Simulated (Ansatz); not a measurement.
# two structures of Zr: a comparison of enthalpies under pressure

Run with Ansatz's Python interface.

The script, `transition.py`:
```python
# -*- coding: utf-8 -*-
"""Pressure at which two phases of Zr cross."""

import csv
import warnings

import ansatz as az
import numpy as np


def diamond(first, a):
    return (
        az.Lattice.fcc(a)
        .space_group(227, origin_choice=1)
        .atom(first, (0, 0, 0))
        .primitive()
    )


def sc(a_site, a):
    return (
        az.Lattice.cubic(a)
        .space_group(221)
        .atom(a_site, (0, 0, 0))
    )


def ground_state(name, crystal, pressure=0.0):
    calc = crystal.calculation()
    calc = calc.functional(az.Functional.LDA).basis(510)
    calc = calc.kpoints(spacing=0.16).occupations("fermi_dirac", width=0.05)
    calc = calc.relax(force_tolerance=0.01, max_steps=40, cell=True, pressure=pressure)
    return calc.run(threads=1, pin="off")


def volume_per_atom(outcome):
    return abs(np.linalg.det(outcome.lattice.cell_ang)) / len(outcome.lattice.sites)

warnings.simplefilter("ignore")

phases = {}
phases["diamond"] = diamond("Zr", 6.23)
phases["sc"] = sc("Zr", 2.95)

# enthalpy per atom at each pressure
pressures = [0, 10, 20, 30]
enthalpy, volume = {name: [] for name in phases}, {name: [] for name in phases}
for p in pressures:
    for name, crystal in phases.items():
        o = ground_state(name, crystal, pressure=p)
        volume[name].append(volume_per_atom(o))
        enthalpy[name].append(o.report["energy_sigma0_ev"] / len(o.lattice.sites) + p * volume[name][-1] / 160.21766)
gap = np.array(enthalpy["sc"]) - np.array(enthalpy["diamond"])
rows = [(p, va, vb, 1000 * d) for p, va, vb, d in zip(pressures, volume["diamond"], volume["sc"], gap)]
with open("transition.csv", "w", newline="") as handle:
    writer = csv.writer(handle)
    writer.writerow(["P (GPa)", "V diamond (A^3/atom)", "V sc (A^3/atom)", "H(sc) - H(diamond) (meV/atom)"])
    writer.writerows([round(v, 4) if isinstance(v, float) else v for v in row] for row in rows)
print(open("transition.csv").read())
crossings = [p0 - g0 * (p1 - p0) / (g1 - g0) for p0, p1, g0, g1 in zip(pressures, pressures[1:], gap, gap[1:]) if g0 * g1 < 0]
print("crossing near", [round(float(p), 1) for p in crossings], "GPa") if crossings else print("no crossing in this range")
```

`python transition.py` gives:
```text
P (GPa),V diamond (A^3/atom),V sc (A^3/atom),H(sc) - H(diamond) (meV/atom)
0,27.7081,22.8045,-1544.1961
10,23.1938,20.6198,-1759.4553
20,20.9318,19.0907,-1893.1238
30,19.532,17.9447,-1998.169

no crossing in this range
```

Absolute energies stand on the zero of these potentials, so only differences at equal settings mean something. At a fixed pressure a relaxation lowers the enthalpy F + PV, while F alone can rise. Only these two structures are compared, at zero temperature and with their symmetry kept; either may be hypothetical, and another phase may be lower than both. Differences under 10 to 15 meV an atom lie within the error of mesh and functional. The cells are prototypes set up for this calculation and needn't exist. The whole script took 120 s on 1 thread of Arm Neoverse V2 (shared host), peak memory 0.45 GiB.
